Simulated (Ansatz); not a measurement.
# Mg5Zn2Cl14: the cost of one run

Method: DFT PBE, scalar-relativistic, plane waves, PAW, in Ansatz 0.2.0.

### 1 The structure to begin with

The cell holds 21 atoms (Cl14Mg5Zn2): a = 8.305 Å, b = 8.202 Å, c = 8.228 Å, α = 92.07°, β = 93.84°, γ = 93.03°.

It is the last frame of an earlier stage of the same melt, run at 640 K.

Coordinates:

```
CELL_PARAMETERS angstrom
8.29742 -0.22084 -0.27903
-0.22084 8.19778 -0.15244
-0.27903 -0.15244 8.22168
ATOMIC_POSITIONS crystal
Zn 0.41531 0.28143 0.69123
Zn 0.58593 0.19421 0.20353
Cl 0.10988 0.25384 0.01963
Cl 0.52709 0.29648 0.96183
Cl 0.80400 0.13333 0.74467
Cl 0.60660 0.28743 0.45341
Cl 0.79160 0.59480 0.02817
Cl 0.17964 0.59270 0.28304
Cl 0.19117 0.78648 0.93383
Cl 0.80707 0.00853 0.19974
Cl 0.58010 0.70945 0.41626
Cl 0.40349 0.99353 0.17946
Cl 0.25706 0.04349 0.61979
Cl 0.53885 0.79869 0.81292
Cl 0.96425 0.75479 0.58757
Cl 0.23585 0.45557 0.65177
Mg 0.59118 0.80194 0.11492
Mg 0.27029 0.71902 0.53811
Mg 0.06338 0.02346 0.83089
Mg 0.06659 0.54660 0.03223
Mg 0.72689 0.87273 0.60111
```

### 2 Stage at 300 K

One k point, a Fermi-Dirac width of 0.050 eV and a fixed cell.

The input, input.yaml:

```yaml
crystal:
  lattice:
    - [8.297416, -0.220839, -0.279026]
    - [-0.220839, 8.197783, -0.152445]
    - [-0.279026, -0.152445, 8.221676]
  atoms:
    - { symbol: Zn, position: [0.4153077607, 0.2814255722, 0.6912329089] }
    - { symbol: Zn, position: [0.5859258104, 0.1942060748, 0.2035322193] }
    - { symbol: Cl, position: [0.109883067, 0.253837757, 0.0196284784] }
    - { symbol: Cl, position: [0.5270911047, 0.2964836374, 0.9618291348] }
    - { symbol: Cl, position: [0.8040030312, 0.1333260118, 0.7446666229] }
    - { symbol: Cl, position: [0.606598069, 0.2874276667, 0.4534114213] }
    - { symbol: Cl, position: [0.791601688, 0.5947991293, 0.0281700105] }
    - { symbol: Cl, position: [0.1796372383, 0.5927026699, 0.2830360709] }
    - { symbol: Cl, position: [0.1911708199, 0.7864841621, 0.9338286512] }
    - { symbol: Cl, position: [0.8070726532, 0.0085329288, 0.1997351637] }
    - { symbol: Cl, position: [0.5800999471, 0.7094496174, 0.4162623964] }
    - { symbol: Cl, position: [0.4034904409, 0.9935346306, 0.1794568596] }
    - { symbol: Cl, position: [0.2570605276, 0.0434870116, 0.6197944014] }
    - { symbol: Cl, position: [0.5388549459, 0.7986946827, 0.812923833] }
    - { symbol: Cl, position: [0.9642488447, 0.7547912294, 0.5875714712] }
    - { symbol: Cl, position: [0.2358512592, 0.4555664738, 0.6517741962] }
    - { symbol: Mg, position: [0.5911803832, 0.801939298, 0.1149201811] }
    - { symbol: Mg, position: [0.2702850774, 0.7190208507, 0.5381120818] }
    - { symbol: Mg, position: [0.0633782817, 0.0234576696, 0.8308874933] }
    - { symbol: Mg, position: [0.066585665, 0.5466042841, 0.032231029] }
    - { symbol: Mg, position: [0.7268872988, 0.8727268672, 0.6011120388] }
  symmetry: { detect: false }
basis:
  ecutwfc: 420
  xc_grid: 1
kpoints:
  mp_grid: { grid: [1, 1, 1], shift: [0.0, 0.0, 0.0] }
hamiltonian:
  xc: pbe
scf:
  occupations: { method: fermi_dirac, width: 0.05 }
  lower_state_search: "off"
  convergence: { dr2_threshold: 1.0e-05 }
output:
  forces: true
  stress: true
md:
  timestep: 3.0
  n_steps: 216
  ensemble: nvt_langevin
  friction: 0.03
  temperature: 300.0
  initial_velocities: maxwell_boltzmann
  seed: 54531
```

On the command line:

```sh
ansatz run input.yaml --threads 2 --pin off --max-ram 5120MiB --backend cpu --events-out ev --progress --plain --runs-dir out
```

What time and memory should one allow on 2 threads of Intel Xeon Platinum 8488C (Sapphire Rapids), shared host?

About 3.7 min, with a peak of 0.6 GiB.
